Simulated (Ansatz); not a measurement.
Write a Python script for Ansatz's Python interface that makes a ladder of methods at one geometry of CH2BFOS, SMILES FB1OCS1. Settings (for the species named): Hartree-Fock, def2-SVP basis, multiplicity 1. The script varies functional: hf, revpbe, hse06, r2scan, lc_wpbe.

Input file `ch2bfos.xyz`:
```text
7

F    -0.59580   -2.56080    0.20400
B    -0.70980   -1.07620    0.15640
O    -0.03910   -0.04370    0.96910
C     0.44430    0.84340   -0.02360
S    -0.55600    0.10990   -1.35210
H     0.02660    1.87980    0.20570
H     1.49100    0.77970   -0.20520
```

The script, `methods_ch2bfos.py`:
```python
from pathlib import Path
import argparse

import ansatz as az
import numpy as np

parser = argparse.ArgumentParser(description="One geometry of CH2BFOS, method by method.")
parser.add_argument("--basis", required=True, help="basis")
args = parser.parse_args()


def main() -> None:
    mol = az.Crystal.molecule_from_extxyz("ch2bfos.xyz")

    setup = mol.calculation().basis(gaussian=args.basis)

    print("functional    E (Ha)        dipole (D)   HOMO (eV)  LUMO (eV)")
    for name in ["hf", "revpbe", "hse06", "r2scan", "lc_wpbe"]:
        summary = setup.functional(name).forces().orbitals().run(threads=1, runs_dir="runs").report
        lines = Path(summary["orbitals_path"]).read_text().splitlines()
        field_of = lambda key: [line.split("=")[1].strip() for line in lines if line.startswith(key)]
        orbitals = [(27.211386 * float(e), s, float(n)) for e, s, n in zip(field_of("Ene="), field_of("Spin="), field_of("Occup="))]
        homo = max(e for e, _, n in orbitals if n > 0.5)
        lumo = min(e for e, _, n in orbitals if n < 0.5)
        dipole = 4.803205 * np.linalg.norm(summary["charge_distribution"]["dipole_moment_e_ang"])
        print(f"{name:10s} {summary['free_energy_ev'] / 27.211386246:14.6f} {dipole:9.3f} {homo:11.3f} {lumo:10.3f}")


if __name__ == "__main__":
    main()
```

Output of `python methods_ch2bfos.py --basis def2-SVP`:
```text
functional    E (Ha)        dipole (D)   HOMO (eV)  LUMO (eV)
hf            -635.272527     1.903     -10.433      1.837
revpbe        -637.016079     1.703      -6.149     -2.580
hse06         -636.747167     1.803      -7.104     -2.163
r2scan        -637.012717     1.785      -6.533     -2.431
lc_wpbe       -636.894910     1.682     -10.240      0.596
```

Reading the output:
- Total energies depend on the basis set; only differences at equal settings carry meaning.
- The geometry is a force-field or estimated start, not a minimum of this method, and the basis set is short of its limit. A lower total doesn't mark the better method: functionals have no common bound, and MP2 and coupled cluster aren't variational.
- Levels such as HOMO and LUMO are orbital energies: with these approximate functionals they aren't the ionisation energy and electron affinity, and their gap isn't the fundamental gap.
- hse06 follows the composition of plane-wave codes, whose totals differ by tens of mHa, up to about 0.1 Ha, from the form usual in Gaussian-basis programs (wpbeh).
- Run time: 7.4 s on 1 thread of Intel(R) Xeon(R) 6975P-C (Granite Rapids) (shared host), peak memory 0.24 GiB.

(A comment or docstring line of the script was reworded after the run, the code is as it ran; lines on the test bed's own set-up are left out of the output.)
